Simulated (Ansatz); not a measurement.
# MnPt2 under changes of volume

One of the cells (15.408 Å³/atom); the others are scaled copies at fixed shape and fractional positions:

```
Pt Mn
1.0
     2.85840    0.00000    0.00000
    -1.42920    2.47545    0.00000
     0.00000    0.00000    6.53250
Pt Mn
2 1
Cartesian
  1.4292 0.8252 2.0656
  0.0000 1.6503 4.4669
  0.0000 0.0000 0.0000
```

The cell comes from a database or a generator and needn't be the stable form of this composition.

- Program: Ansatz 0.2.0
- Functional: LDA
- Potentials or basis: all-electron LAPW, scalar-relativistic
- Cutoff: 261 eV (chosen from the basis error)
- Basis error allowed: 0.002 eV/atom
- k mesh: 11 × 11 × 4
- Occupations: fermi-dirac, width 0.05 eV
- Spin: collinear spin, ferromagnetic start
- Starting moments: [0.0, 0.0, 4.0] μB

| volume (Å³/atom) | energy over the lowest point (meV/atom) | pressure (GPa) | moment (μB per cell) | largest force (eV/Å) |
| --- | --- | --- | --- | --- |
| 14.483 | 0.00 | -5.9 | 3.88 | 0.019 |
| 14.791 | 14.64 | -9.6 | 4.03 | 0.015 |
| 15.099 | ? | ? | ? | ? |
| 15.408 | 63.70 | -15.7 | 4.28 | 0.085 |
| 15.716 | 96.11 | -18.2 | 4.39 | 0.122 |
| 16.024 | 133.06 | -20.5 | 4.48 | 0.158 |
| 16.332 | 174.23 | -22.6 | 4.55 | 0.194 |

Q: What does the run at 15.099 Å³/atom give?

A: Energy over the lowest point 36.24 meV/atom; pressure -12.9 GPa; moment 4.15 μB per cell; largest force 0.050 eV/Å.

Worked out: A Birch-Murnaghan fit of order 3 (a polynomial in V^(-2/3)) to the other rows has its minimum at 14.07 Å³/atom, just outside them, with B0 = V·E''(V) = 214 GPa and B' = 4.9 at fixed shape and positions, which overstates the stiffness. It gives 36.17 meV/atom at 15.099 Å³/atom, against the run's 36.24, and -dE/dV = -12.8 GPa, against -12.9. A parabola through the other rows of the moment, of slope 0.412 μB per Å³/atom there, gives 4.16 μB, against the run's 4.15.

Energies are extrapolated to zero smearing.
